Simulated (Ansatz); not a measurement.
# CH3FOSeSi: basis-set convergence

How large a basis does CH3FOSeSi need? Two functionals are run in growing sets.

Method: one geometry, several basis sets; program: Ansatz 0.2.0, Gaussian basis.

The runs, in order: PBE0-D4/def2-SVP; ωB97M-V/def2-SVP; PBE0-D4/def2-QZVPP; ωB97M-V/def2-QZVPP; the functionals' def2-TZVPP values are taken from earlier runs.

**1. The relaxed structure**

An earlier PBE0-D4 in a triple-zeta def2 set relaxation fixed the geometry.

SMILES `OC1(F)[SiH2][Se]1`, 8 atoms, charge 0, spin multiplicity 1.

Atoms are counted from 1 here; the program's logs count them from 0.

Bond lengths: O1–C2 1.347 Å, O1–H6 0.966 Å, C2–F3 1.360 Å, C2–Si4 1.856 Å, C2–Se5 2.072 Å, Si4–Se5 2.235 Å, Si4–H7 1.479 Å, Si4–H8 1.480 Å. Angles: C2–O1–H6 109.8°, O1–C2–F3 111.3°, O1–C2–Si4 121.7°, O1–C2–Se5 117.0°, F3–C2–Si4 120.1°, F3–C2–Se5 110.3°, Si4–C2–Se5 69.1°, C2–Si4–Se5 60.0°, C2–Si4–H7 117.2°, C2–Si4–H8 118.1°, Se5–Si4–H7 118.6°, Se5–Si4–H8 119.4°, H7–Si4–H8 113.5°, C2–Se5–Si4 50.9°.

Coordinates:

```xyz
8
CH3FOSeSi
O    -1.3095   -0.0713    1.0194
C    -0.2272    0.4047    0.3748
F     0.2862    1.4924    1.0089
Si    0.8816   -0.7020   -0.6212
Se   -0.4304    0.7855   -1.6517
H    -1.9896    0.6132    1.0676
H     2.3357   -0.4386   -0.5568
H     0.5452   -2.1410   -0.6968
```

**2. PBE0-D4 in def2-SVP**

Input file in.yaml:

```yaml
crystal:
  periodic: [false, false, false]
  atoms:
    - {symbol: O, position_ang: [-1.309468, -0.071285, 1.019412]}
    - {symbol: C, position_ang: [-0.227182, 0.404685, 0.374755]}
    - {symbol: F, position_ang: [0.286192, 1.492380, 1.008878]}
    - {symbol: Si, position_ang: [0.881567, -0.701989, -0.621187]}
    - {symbol: Se, position_ang: [-0.430413, 0.785479, -1.651687]}
    - {symbol: H, position_ang: [-1.989571, 0.613197, 1.067639]}
    - {symbol: H, position_ang: [2.335736, -0.438580, -0.556776]}
    - {symbol: H, position_ang: [0.545238, -2.140987, -0.696832]}
basis:
  gaussian: {orbitals: def2-SVP}
hamiltonian: {xc: pbe0, dispersion: d4}
output: {orbitals: {seedname: orbitals}}
```

The runs that follow: ωB97M-V in def2-SVP; PBE0-D4 in def2-QZVPP; ωB97M-V in def2-QZVPP.

Q: Predict the results of all the runs planned. Wanted: PBE0-D4: double and triple zeta above quadruple; ωB97M-V: double and triple zeta above quadruple.

**Answer**, as computed:

| quantity | value |
| --- | --- |
| PBE0-D4: double and triple zeta above quadruple | 19.82, 1.95 eV |
| ωB97M-V: double and triple zeta above quadruple | 19.86, 1.86 eV |

In words: For PBE0-D4 the step from double to triple zeta gains 17.87 eV and the next only 1.95 eV. These are total energies; as a rule much of such shifts cancels in differences, which this series doesn't test. The LUMO of ωB97M-V is positive and keeps falling with the basis (1.29 to 0.65 eV): an unbound level that the basis holds in place.
